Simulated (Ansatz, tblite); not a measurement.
# K₄Cl₄: chosen isomers compared

The task here is to estimate one member of a computed series from the others.

Program: Ansatz 0.2.0, Gaussian basis. Level of theory: relaxed with PBE-D4/def2-SVP, singlet. These are calculated values, not measurements.

2 further runs of the same task are left out: 2 set aside as unsound or not needed. Runs told in other sessions of the task aren't counted.

## The system as given

8 atoms, charge 0, spin multiplicity 1.

Atoms are counted from 1 here; the program's logs count them from 0.

Bond lengths: Cl1–K5 2.808 Å, Cl1–K6 2.813 Å, Cl1–K8 2.810 Å, Cl2–K5 2.816 Å, Cl2–K6 2.817 Å, Cl2–K7 2.813 Å, Cl3–K5 2.819 Å, Cl3–K7 2.817 Å, Cl3–K8 2.815 Å, Cl4–K6 2.819 Å, Cl4–K7 2.814 Å, Cl4–K8 2.811 Å. Angles: K5–Cl1–K6 90.6°, K5–Cl1–K8 90.7°, K6–Cl1–K8 90.9°, K5–Cl2–K6 90.4°, K5–Cl2–K7 90.4°, K6–Cl2–K7 90.6°, K5–Cl3–K7 90.2°, K5–Cl3–K8 90.4°, K7–Cl3–K8 90.7°, K6–Cl4–K7 90.5°, K6–Cl4–K8 90.8°, K7–Cl4–K8 90.8°, Cl1–K5–Cl2 89.5°, Cl1–K5–Cl3 89.4°, Cl2–K5–Cl3 89.6°, Cl1–K6–Cl2 89.4°, Cl1–K6–Cl4 89.0°, Cl2–K6–Cl4 89.3° and more.

Geometry (Å):

```xyz
8

Cl   -2.38086    0.09911   -0.41543
Cl    0.59893    1.64481    1.68608
Cl    1.20106    0.46768   -2.05870
Cl    0.58823   -2.21235    0.78270
K    -0.59644    2.23337   -0.79456
K    -1.21417   -0.47469    2.07869
K     2.40988   -0.09779    0.42265
K    -0.60663   -1.66014   -1.70143
```

The isomers as started, chosen beforehand: A: (KCl)4 cube; B: (KCl)4 ring. The structure above is A.

Set-up of the first run:

in.yaml reads:

```yaml
crystal:
  periodic: [false, false, false]
  atoms:
    - {symbol: Cl, position_ang: [-2.380860, 0.099110, -0.415430]}
    - {symbol: Cl, position_ang: [0.598930, 1.644810, 1.686080]}
    - {symbol: Cl, position_ang: [1.201060, 0.467680, -2.058700]}
    - {symbol: Cl, position_ang: [0.588230, -2.212350, 0.782700]}
    - {symbol: K, position_ang: [-0.596440, 2.233370, -0.794560]}
    - {symbol: K, position_ang: [-1.214170, -0.474690, 2.078690]}
    - {symbol: K, position_ang: [2.409880, -0.097790, 0.422650]}
    - {symbol: K, position_ang: [-0.606630, -1.660140, -1.701430]}
basis:
  gaussian: {orbitals: def2-SVP}
hamiltonian: {xc: pbe, dispersion: d4}
scf: {lower_state_search: "off"}
output: {orbitals: {seedname: orbitals}}
relax: {f_tol: 0.02, max_steps: 100}
```

The run is started by

```
$ ansatz run in.yaml --threads 4 --pin off --events-out ev --progress --plain --max-ram 4787MiB
```

Steps of the session up to this table: Relaxing candidate A; Relaxing candidate B; Candidate B, PBE0-D4/def2-TZVP; Candidate B, PBE-D4/def2-TZVP; Candidate B, r2SCAN-D4/def2-TZVP; Candidate B, ωB97X-V/def2-TZVP; Candidate B, BHLYP-D4/def2-TZVP; Candidate B, CAM-B3LYP-D4/def2-TZVP; Candidate B, PBE-D4/def2-SVP; Candidate B, PBE0-D4/def2-SVP; Candidate B, HF/STO-3G; Candidate B, MP2/def2-TZVP; Candidate B, RPA/def2-TZVP.

One table of the session follows, with a row left open; its other results are not shown here.

It belongs to the step «B against A». 

```
                 level  B above A (kJ/mol)
              GFN1-xTB                   ?
              GFN2-xTB               +52.2
             HF/STO-3G              +249.4
          HF/def2-TZVP               +88.5
       PBE-D4/def2-SVP              +149.0
      PBE-D4/def2-TZVP              +114.6
   r2SCAN-D4/def2-TZVP              +119.4
      PBE0-D4/def2-SVP              +145.6
     PBE0-D4/def2-TZVP              +114.0
    BHLYP-D4/def2-TZVP              +128.8
CAM-B3LYP-D4/def2-TZVP              +116.7
     ωB97X-V/def2-TZVP              +122.5
         RPA/def2-TZVP              +119.1
         MP2/def2-TZVP              +120.5
```

Q: Estimate the row for GFN1-xTB from the others.

The run gave: B above A (kJ/mol): +140.0. In the column «B above A (kJ/mol)» it lies between BHLYP-D4/def2-TZVP (+128.8) and PBE0-D4/def2-SVP (+145.6).

Caveats from the session: Only singlets are compared; another spin may lie lower and prefer another shape.
